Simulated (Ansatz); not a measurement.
What does this script print? It uses Ansatz 0.2.0 through its Python package.

The script, `kconv_cdo2.py`:
```python
"""Convergence of CdO2 with the k-point mesh."""

import warnings

import ansatz as az
import pandas as pd

warnings.simplefilter("ignore", az.DeckWarning)

cdo2 = (
    az.Lattice.from_parameters(3.47623, 3.47623, 4.148076, alpha=90.0, beta=90.0, gamma=120.0)
    .atom("Cd", (0.0, 0.0, 0.0))
    .atom("O", (2 / 3, 1 / 3, 0.75578))
    .atom("O", (1 / 3, 2 / 3, 0.24422))
)

base = cdo2.calculation()
base = base.functional("r2SCAN")
base = base.occupations(az.OccupationsMethod.FERMI_DIRAC, width=0.1)
base = base.stress()

rows = []
for value in [0.8, 0.6, 0.5, 0.4, 0.33]:
    r = base.kpoints(spacing=value).run().report
    rows.append((value, r["free_energy_ev"] / len(r["lattice"]["sites"]), r["n_iterations"], sum(r["stress_gpa"][i][i] for i in range(3)) / 3, r["n_kpoints"]))

table = pd.DataFrame(rows, columns=["spacing (1/A)", "F/atom (eV)", "iterations", "P (GPa)", "k-points"])
print(table.round(5).to_string(index=False))

# differences from the last row
for row in rows[:-1]:
    shift = 1000 * (row[1] - rows[-1][1])
    print(f"{row[0]}: {shift:+.2f} meV/atom" + ("  (within 2 meV)" if abs(shift) < 2 else ""))
```

```console
$ python kconv_cdo2.py
 spacing (1/A)  F/atom (eV)  iterations  P (GPa)  k-points
          0.80  -3133.31346           7 -9.93343         6
          0.60  -3133.30689           7 -9.49785         9
          0.50  -3133.30805           7 -9.53782        17
          0.40  -3133.30534           7 -9.38152        24
          0.33  -3133.30458           7 -9.39012        32
0.8: -8.87 meV/atom
0.6: -2.30 meV/atom
0.5: -3.46 meV/atom
0.4: -0.75 meV/atom  (within 2 meV)
```

From a spacing of 0.4 (6×6×4) on it stays within 2 meV an atom of the value at a spacing of 0.33 (7×7×5); the first row (a spacing of 0.8 (3×3×2)) is off by 8.9 meV and the last but one by 0.75 meV. This holds for F at a smearing of 0.1 eV; a narrower one needs a denser mesh. It goes up and down, since the sum over k-points isn't variational. The pressure moves from -9.93 to -9.39 GPa. The last run costs about 1.9 times the first.

What to keep in mind:
- Pressure is positive in compression.
- At these settings the cell as given stands under about -9 GPa, so it isn't at this functional's equilibrium volume.
- The structure comes from a database of computed cells and needn't be a stable or known phase.
- Shifts are counted from the finest mesh, which is itself no proven limit.
- The whole script took 17 s on 1 thread of Arm Neoverse V1 (shared host), peak memory 0.52 GiB.

(Lines on the test bed's own set-up are left out of the output.)
